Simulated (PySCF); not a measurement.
# C4H8BP: the cost of one run

The runs use PySCF 2.14.0, with density-fitted response routines of our own; the level of theory stands in each step. All values are computed, except where a source is named. Atoms are numbered from 0 throughout.

**1. The starting structure**

14 atoms, charge 0, multiplicity 1; geometry from: PBE0-D3(BJ)/def2-SVP.

Bonds of the start (Å): C0–C1 1.34, C1–C2 1.45, C2–C3 1.36, C3–B4 1.54, B4–P5 1.90, C0–H6 1.09, C0–H7 1.09, C1–H8 1.10, C2–H9 1.10, C3–H10 1.10, B4–H11 1.21, P5–H12 1.42, P5–H13 1.42.

**2. X-ray photoelectron lines: SCAN, X2C**

The job: settings as JSON, then the geometry in Å.

```
{"job": {"kind": "xps"}, "charge": 0, "multiplicity": 1}
C     -2.238802    -1.685873     0.050586
C     -1.675733    -0.581242    -0.464718
C     -0.276059    -0.249015    -0.302220
C      0.332117     0.845549    -0.824415
B      1.836837     1.145378    -0.701139
P      3.036164     0.162670     0.389935
H     -3.300040    -1.907113    -0.084889
H     -1.647900    -2.405058     0.626159
H     -2.287228     0.122948    -1.040880
H      0.317426    -0.965999     0.281623
H     -0.301222     1.522323    -1.414102
H      2.351400     1.964024    -1.429999
H      3.918558     1.196118     0.802676
H      2.318431     0.018443     1.609538
```

Level: delta-SCF UKS SCAN, pcX-2 on the ionised atom, pcseg-1 elsewhere, spin-free X2C.

Launch:

```console
$ OMP_NUM_THREADS=1 python probes_run.py task.json out
```

One launch serves the whole session: the jobs run in the order shown.

**Question.** How long does this first job take on 1 thread of Arm Neoverse V1, shared host, and how much memory does it need?

About 55 s, with a peak of 0.65 GiB.
